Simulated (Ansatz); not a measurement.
Crystal: GaB.

```
CELL_PARAMETERS angstrom
2.71824 0.00000 0.00000
0.00000 2.71824 0.00000
0.00000 0.00000 3.23621
ATOMIC_POSITIONS crystal
Ga 0.50000 0.50000 0.50000
B 0.00000 0.00000 0.00000
```

The cell was built by a generator and needn't be a form met in nature.

| Property | Result |
| --- | --- |
| Program | Ansatz 0.2.0 |
| Task | relaxation of cell and atoms |
| Functional | PBEsol |
| Dispersion | D4 |
| Potentials or basis | Ansatz PAW |
| Cutoff | 420 eV (not typed: the program's choice for these potentials) |
| k mesh | 10 × 10 × 8 |
| Occupations | fermi-dirac, width 0.05 eV |
| Spin | no spin polarisation |

At the start: volume 11.96 Å³/atom.

How do energy, volume and symmetry change on relaxing?

It ends after 8 steps and the volume is 11.12 Å³/atom (-7.0 %); space group P4/mmm (No. 123, to 0.05 Å).

The path:
```tsv
step	energy change (eV)	largest force (eV/Å)	volume (Å³)
1	0.0000	0.0000	23.91
2	-0.0382	0.0000	22.48
3	-0.0413	0.0000	22.27
4	-0.0415	0.0000	22.25
5	-0.0415	0.0000	22.25
6	-0.0405	0.0000	22.25
7	-0.0405	0.0000	22.24
8	-0.0405	0.0000	22.24
```

Final structure:
```xyz
2
Lattice="2.6379 0.0000 0.0000 0.0000 2.6379 0.0000 0.0000 0.0000 3.1963" Properties=species:S:1:pos:R:3 pbc="T T T"
Ga    1.3190    1.3190    1.5981
B     0.0000    0.0000    0.0000
```

Caveat: the plane-wave basis is chosen anew once the cell has moved, so the energies of steps on either side of that aren't comparable; pairwise dispersion overbinds metals, which lowers pressure and volume; the PAW data sets come from PBE, with cores solved anew for the run's functional, which leaves a small shift of forces and pressure.
